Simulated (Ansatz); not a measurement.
Working through a rigid torsion scan of AlBrH2S2, SMILES [SH][Al]([SH])[Br]

With Ansatz 0.2.0 through its Python package.

The cells in order, each with its output:

In [1]:
```python
import ansatz
from ase import Atoms
```

In [2]:
```python
atoms = Atoms(["S", "Al", "S", "Br", "H", "H"], positions=[
    (-0.0077, 1.7224, -1.1278),
    (-0.0054, -0.3069, -0.2212),
    (-0.0165, -0.5411, 2.02),
    (0.1106, -2.2114, -1.621),
    (-1.4613, 1.7707, -1.1687),
    (1.4224, -0.4978, 2.0727),
])
```

In [3]:
```python
# start the scan from a relaxed geometry
first = (
    ansatz.Crystal.molecule_from_ase(atoms).calculation()
    .basis(gaussian="def2-SVP")
    .functional("cam_b3lyp")
    .relax(force_tolerance=0.02, max_steps=80)
)
atoms.positions = first.run(threads=1, backend="cpu").report["positions_ang"]
```

In [4]:
```python
start = atoms.get_dihedral(0, 1, 2, 5)
energies = {}
for turn in range(0, 360, 40):
    turned = atoms.copy()
    turned.set_dihedral(0, 1, 2, 5, start + turn, indices=[2, 5])
    setup = (
        ansatz.Crystal.molecule_from_ase(turned).calculation()
        .basis(gaussian="def2-SVP")
        .functional("cam_b3lyp")
    )
    energies[round((start + turn) % 360)] = setup.run(threads=1, backend="cpu").report["free_energy_ev"]
floor = min(energies.values())
print("dihedral S0-Al1-S2-H5 (deg)   E - E(min) (eV)")
for angle, e in sorted(energies.items()):
    print(f"{angle:8d} {(e - floor):14.3f}  " + "#" * int(30 * (e - floor) / max(max(energies.values()) - floor, 1e-9)))
```
```text
dihedral S0-Al1-S2-H5 (deg)   E - E(min) (eV)
      39          0.063  ############
      79          0.150  #############################
     119          0.106  #####################
     159          0.002
     199          0.000
     239          0.103  ####################
     279          0.150  ##############################
     319          0.065  #############
     359          0.001
```

The lowest point is at 199° and the highest at 79°, 0.150 eV (14.5 kJ/mol) above it, with the rest of the molecule held.

The settings weren't tested for convergence. The scan is rigid and the energies are electronic, in a modest basis. With rigid groups the curve can differ much from the relaxed path, the start wasn't checked as a minimum of this torsion, and equivalent turns needn't return to the same energy. It ran for 83 s on 1 thread of Intel(R) Xeon(R) Processor @ 2.30GHz, with other jobs on the host, peak memory 0.39 GiB.
